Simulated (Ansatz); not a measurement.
# CH₉GaSi₂: how energies converge with the basis set

One table from this session's results is given with a row withheld; the runs are named, their logs left out.

Method: one geometry, several basis sets; program: Ansatz 0.2.0, Gaussian basis.

The runs, in order: PBE0-D4/def2-SVP; ωB97M-V/def2-SVP; PBE0-D4/def2-QZVPP; ωB97M-V/def2-QZVPP; the functionals' def2-TZVPP values are taken from earlier runs.

## Structure used throughout

The geometry comes from an earlier relaxation with PBE0-D4 in a triple-zeta def2 set; it is a stationary point, not always the lowest conformer.

SMILES `[CH3][Ga]([SiH3])[SiH3]`, 13 atoms, charge 0, spin multiplicity 1.

Atoms are counted from 1 here; the program's logs count them from 0.

Bond lengths: C1–Ga2 1.976 Å, C1–H5 1.091 Å, C1–H6 1.091 Å, C1–H7 1.096 Å, Ga2–Si3 2.423 Å, Ga2–Si4 2.423 Å, Si3–H8 1.489 Å, Si3–H9 1.492 Å, Si3–H10 1.493 Å, Si4–H11 1.492 Å, Si4–H12 1.489 Å, Si4–H13 1.493 Å. Angles: Ga2–C1–H5 112.1°, Ga2–C1–H6 112.0°, Ga2–C1–H7 108.1°, H5–C1–H6 109.4°, H5–C1–H7 107.5°, H6–C1–H7 107.5°, C1–Ga2–Si3 118.7°, C1–Ga2–Si4 118.7°, Si3–Ga2–Si4 122.6°, Ga2–Si3–H8 113.5°, Ga2–Si3–H9 111.0°, Ga2–Si3–H10 109.9°, H8–Si3–H9 107.7°, H8–Si3–H10 107.5°, H9–Si3–H10 106.9°, Ga2–Si4–H11 110.7°, Ga2–Si4–H12 113.6°, Ga2–Si4–H13 110.2° and more.

Set-up of the first run:

Contents of in.yaml:

```yaml
crystal:
  periodic: [false, false, false]
  atoms:
    - {symbol: C, position_ang: [-0.038975, 1.756098, -1.157175]}
    - {symbol: Ga, position_ang: [-0.035084, 0.115257, -0.056580]}
    - {symbol: Si, position_ang: [0.914301, 0.208813, 2.171193]}
    - {symbol: Si, position_ang: [-0.902320, -1.932661, -1.019489]}
    - {symbol: H, position_ang: [-0.844220, 1.754523, -1.893242]}
    - {symbol: H, position_ang: [-0.107641, 2.657979, -0.547016]}
    - {symbol: H, position_ang: [0.908839, 1.800287, -1.704760]}
    - {symbol: H, position_ang: [0.787928, -1.069195, 2.924611]}
    - {symbol: H, position_ang: [0.267580, 1.280259, 2.983487]}
    - {symbol: H, position_ang: [2.367438, 0.540788, 2.091164]}
    - {symbol: H, position_ang: [-2.318457, -1.751718, -1.453664]}
    - {symbol: H, position_ang: [-0.860029, -3.093767, -0.088423]}
    - {symbol: H, position_ang: [-0.118861, -2.301665, -2.235106]}
basis:
  gaussian: {orbitals: def2-SVP}
hamiltonian: {xc: pbe0, dispersion: d4}
output: {orbitals: {seedname: orbitals}}
```

Started as:

```sh
$ ansatz run in.yaml --threads 2 --pin off --events-out ev --progress --plain --max-ram 32768MiB --backend cpu
```

Among the steps run: PBE0-D4 in def2-SVP; ωB97M-V in def2-SVP; PBE0-D4 in def2-QZVPP; ωB97M-V in def2-QZVPP.

One of the session's tables, all rows but one given; the rest of the session is left out.

It belongs to the step «Density functionals: the series». 

| functional | basis | HOMO (eV) | LUMO (eV) |
| --- | --- | --- | --- |
| PBE0-D4 | def2-SVP | -7.05 | -2.08 |
| PBE0-D4 | def2-TZVPP | -7.04 | -2.11 |
| PBE0-D4 | def2-QZVPP | -7.04 | -2.13 |
| ωB97M-V | def2-SVP | -8.96 | -0.35 |
| ωB97M-V | def2-TZVPP | -8.97 | -0.40 |
| ωB97M-V | def2-QZVPP | ? | ? |

Q: Estimate the row for ωB97M-V, def2-QZVPP from the others.

The run gave: HOMO (eV): -8.98; LUMO (eV): -0.47. In the column «HOMO (eV)» it is the lowest.
